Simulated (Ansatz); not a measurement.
**Al2CdAu4: relaxing cell and atoms**

Wanted: the geometry at rest of Al2CdAu4 (a borrowed structure type, volume estimated), relaxing cell and atoms, and its electronic structure there.

All numbers below are computed with Ansatz 0.2.0 (DFT, r2SCAN, no spin polarisation, plane waves, PAW).

**1. The structure**

It takes space group I-4 (No. 82, tetragonal). Conventional cell: a = 5.507 Å, b = 5.507 Å, c = 10.214 Å, α = 90.00°, β = 90.00°, γ = 90.00°. Au (site symmetry 1) is surrounded by 2 Al at 2.32 to 2.33 Å and 1 Cd at 2.39 Å. Cd (site symmetry -4) is surrounded by 4 Au at 2.39 Å. Al (site symmetry -4) has 4 Au at 2.33 Å as nearest neighbours. Al (site symmetry -4) is surrounded by 4 Au at 2.32 Å.

Its coordinates follow in the input file.

The first density is read from a saved solution for the starting cell.

**2. Relaxing**

Contents of input.yaml:

```yaml
crystal:
  lattice:
    - [0.0, 5.50664, 0.0]
    - [5.50664, 0.0, 0.0]
    - [2.75332, 2.75332, -5.106804]
  atoms:
    - { symbol: Au, position: [0.37, 0.38, 0.74] }
    - { symbol: Au, position: [0.62, 0.11, 0.26] }
    - { symbol: Au, position: [0.89, 0.88, 0.74] }
    - { symbol: Au, position: [0.12, 0.63, 0.26] }
    - { symbol: Cd, position: [0.5, 0.5, 0.0] }
    - { symbol: Al, position: [0.75, 0.25, 0.5] }
    - { symbol: Al, position: [0.0, 0.0, 0.0] }
  symmetry: { tolerance: 0.0003 }
kpoints:
  mp_grid: { grid: [5, 5, 5], shift: [0, 0, 0] }
magnetization:
  spin_polarized: false
scf:
  occupations: { method: gaussian, width: 0.0404 }
  lower_state_search: "off"
hamiltonian:
  pseudopotentials: { kind: paw }
  xc: r2scan
basis:
  ecutwfc: 500
  fft_grid_basis: typed
relax:
  max_steps: 80
  cell: { p_target: 0.0 }
  f_tol: 0.03
output:
  forces: true
  stress: true
  eigenvalues: true
  bader: true
  populations: true
  elf: true
  write_potential: true
  volumetric_format: npy
  dos:
    e_range: [-12, 8]
    de: 0.05
    projected: { site_lists: { Al: [Al], Au: [Au], Cd: [Cd] } }
checkpoint:
  read: saved_state
```

Started as:

```bash
ansatz run input.yaml --threads 2 --pin off --max-ram 3584MiB --backend cpu --events-out ev --progress --plain --runs-dir out
```

What does the calculation give? Wanted: moves; energy gained; largest move; cell; volume; pressure at the end; character; Bader charges.

**Answer**, as computed:

| quantity | value |
| --- | --- |
| moves | 11 |
| energy gained | 590.6 meV/atom |
| largest move | 0.56 Å (Au) |
| space group (0.01 Å), before / after | I-4 / I-4 |
| cell | a = 5.181 Å, b = 5.181 Å, c = 6.741 Å, α = 67.40°, β = 67.40°, γ = 90.00° |
| volume | 21.70 Å³/atom (-1.9 %) |
| pressure at the end | 0.00 GPa |
| formation energy (elements from separate runs) | -0.12 eV/atom |
| character | metal |
| density of states, mean within 0.25 eV of the Fermi level | 2.4 per eV per cell |
| Bader charges | Au -1.08, Cd +0.56, Al +1.83 to +1.91 e |

**Reading.** The volume shrank by 1.9 %, and the largest move of an atom is 0.56 Å apart from the change of the cell; the energy fell by 590.6 meV per atom. The shape changed more than that tells: the edges moved by -6, -6, +5 %. The run held to 4 symmetry operations, so a lower structure without them is not ruled out. The cell is metallic; within 0.25 eV of the Fermi level the density of states averages 2.4 per eV per cell, mostly Al p (38 %). Against the elements' reference phases (Au fcc, Cd hcp, Al fcc; separate runs with the same functional) the formation energy is -0.12 eV per atom, which says nothing yet of rival compounds. By Bader's partition Al gives up most (+1.87 e) and Au takes most (-1.08 e).
